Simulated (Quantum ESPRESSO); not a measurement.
An input for Quantum ESPRESSO 7.5 (Mg):

File pw.in:

```
&CONTROL
  calculation = 'relax'
  prefix = 'pwscf'
  outdir = './tmp'
  pseudo_dir = './pseudo'
  tprnfor = .true.
  disk_io = 'low'
  nstep = 40
  forc_conv_thr = 0.0004
  etot_conv_thr = 1d-05
/
&SYSTEM
  ibrav = 0
  nat = 2
  ntyp = 1
  ecutwfc = 45
  ecutrho = 360
  nbnd = 16
  input_dft = 'pbesol'
  occupations = 'smearing'
  smearing = 'mv'
  degauss = 0.01469973
  vdw_corr = 'grimme-d3'
  dftd3_version = 6
/
&ELECTRONS
  conv_thr = 4d-10
  electron_maxstep = 120
  mixing_beta = 0.5
/
&IONS
  ion_dynamics = 'bfgs'
/
ATOMIC_SPECIES
Mg    24.3050 mg_pbe_v1.4.uspp.F.UPF
CELL_PARAMETERS bohr
   3.4695213478   -3.4695213478   -3.1736136504
   3.4695213478    3.4695213478   -3.1736136504
   6.9390426956    0.0000000000    6.3472273008
ATOMIC_POSITIONS bohr
Mg    13.7755080558    0.0317973652   -0.0252119802
Mg     7.0416200310   -0.0317973652    0.0252119802
K_POINTS automatic
6 6 4 0 0 0
```

Potentials or basis: GBRV 1.5 PBE.

Launch:

```console
$ OMP_NUM_THREADS=1 pw.x -in pw.in > pw.out
```

Q: Does this run start?

A: The run stopped without a result. It printed:

pw.out:

```text
This program is part of the open-source Quantum ESPRESSO suite
     for quantum simulation of materials; please cite
         "P. Giannozzi et al., J. Phys.:Condens. Matter 21 395502 (2009);
         "P. Giannozzi et al., J. Phys.:Condens. Matter 29 465901 (2017);
         "P. Giannozzi et al., J. Chem. Phys. 152 154105 (2020);
     in publications or presentations arising from this work. More details at

     IMPORTANT: XC functional enforced from input :
     Exchange-correlation= PBESOL
                           (   1   4  10   8   0   0   0)
     Any further DFT definition will be discarded
     Please, verify this is what you really want

 program stopped due to: functional name unknown
STOP must stop!
```
